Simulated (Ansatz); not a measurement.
# LiHF2 (R-3m) in Ansatz: equation of state

How stiff is LiHF2 in PBE, and what volume does it want? The cell is scaled to several volumes.

Everything below comes from runs of Ansatz 0.2.0. Logs are shortened: lines on timing, memory, paths and dates and some standing lists are left out, and cuts for length are marked.

## (1) The structure

The structure is trigonal, space group R-3m (No. 166). Conventional cell: a = 2.934 Å, b = 2.934 Å, c = 13.100 Å, α = 90.00°, β = 90.00°, γ = 120.00°. F (site symmetry 3m) is surrounded by 1 H at 1.14 Å. Around Li (site symmetry -3m) lie 6 F at 1.99 Å. H (site symmetry -3m) is surrounded by 2 F at 1.14 Å.

The cell comes from a database or a generator and needn't be the stable form of this composition.

## (2) Equation of state, PBE

Potentials or basis: all-electron LAPW, scalar-relativistic.

No new run: the results of the series are fitted here.

What came out:

```yaml
Equilibrium_volume: "8.63 Å³/atom (rough: see the caveat)"
Bulk_modulus_at_fixed_shape_and_positions: 70 GPa (rough)
```

Energy against volume, from the lowest point:
| volume (Å³/atom) | energy (meV/atom) |
| --- | --- |
| 7.650 | 29.85 |
| 7.813 | 20.08 |
| 7.976 | 12.48 |
| 8.138 | 6.84 |
| 8.301 | 2.99 |
| 8.464 | 0.76 |
| 8.627 | 0.00 |

Caveat: the minimum lies outside the volumes run; the cell was scaled at fixed shape and fractional positions, which overstates the stiffness of a crystal with free parameters, most of all of layers and chains.
